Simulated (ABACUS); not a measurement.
Crystal: ScSi2.

```
CELL_PARAMETERS angstrom
3.66000 0.00000 0.00000
-1.83000 3.16965 0.00000
0.00000 0.00000 3.87000
ATOMIC_POSITIONS crystal
Sc 0.00000 0.00000 0.00000
Si 0.66667 0.33333 0.50000
Si 0.33333 0.66667 0.50000
```

```yaml
Program: ABACUS 3.10.1
Task: single point
Functional: PBE
Potentials_or_basis: PseudoDojo NC SR 0.4.1 PBE standard
Cutoff: 1075 eV
Density_cutoff: 4299 eV
Basis: plane waves
k_mesh: 8 × 8 × 7
Occupations: fermi-dirac, width 0.05 eV
Spin: no spin polarisation
```

On this cell: pressure 24.9 GPa; largest force under 0.003 eV/Å; band gap on the k mesh none (metal or under the smearing width).

The same run follows on a disturbed copy (atoms moved at random, drawn with an rms of 0.05 Å):

```
Sc Si
1.0
     3.66000    0.00000    0.00000
    -1.83000    3.16965    0.00000
     0.00000    0.00000    3.87000
Sc Si
1 2
Cartesian
  -0.0059 0.0089 -0.0475
  1.8350 1.0981 1.9719
  -0.0511 2.1375 1.9350
```

Task: What changes?

Result: The energy (extrapolated to zero smearing) moves by +23.0 meV/atom; pressure 25.4 GPa; largest force 1.670 eV/Å; band gap on the k mesh none (metal or under the smearing width).

Forces in eV/Å, atoms in the order of the input:
```
Sc  -0.088  0.126  0.641
Si  -1.463 -0.606 -0.251
Si   1.551  0.479 -0.391
```

Stress tensor (GPa, compression positive):
```
39.39  5.51 -0.22
 5.51 35.71  0.12
-0.22  0.12  1.03
```

Caveats: there are fewer bands than atomic start orbitals, so a level may be missed at k points of high symmetry; so large a pressure means that the cell lies far from this level's equilibrium, or that cutoff or potentials fall short (some runs).
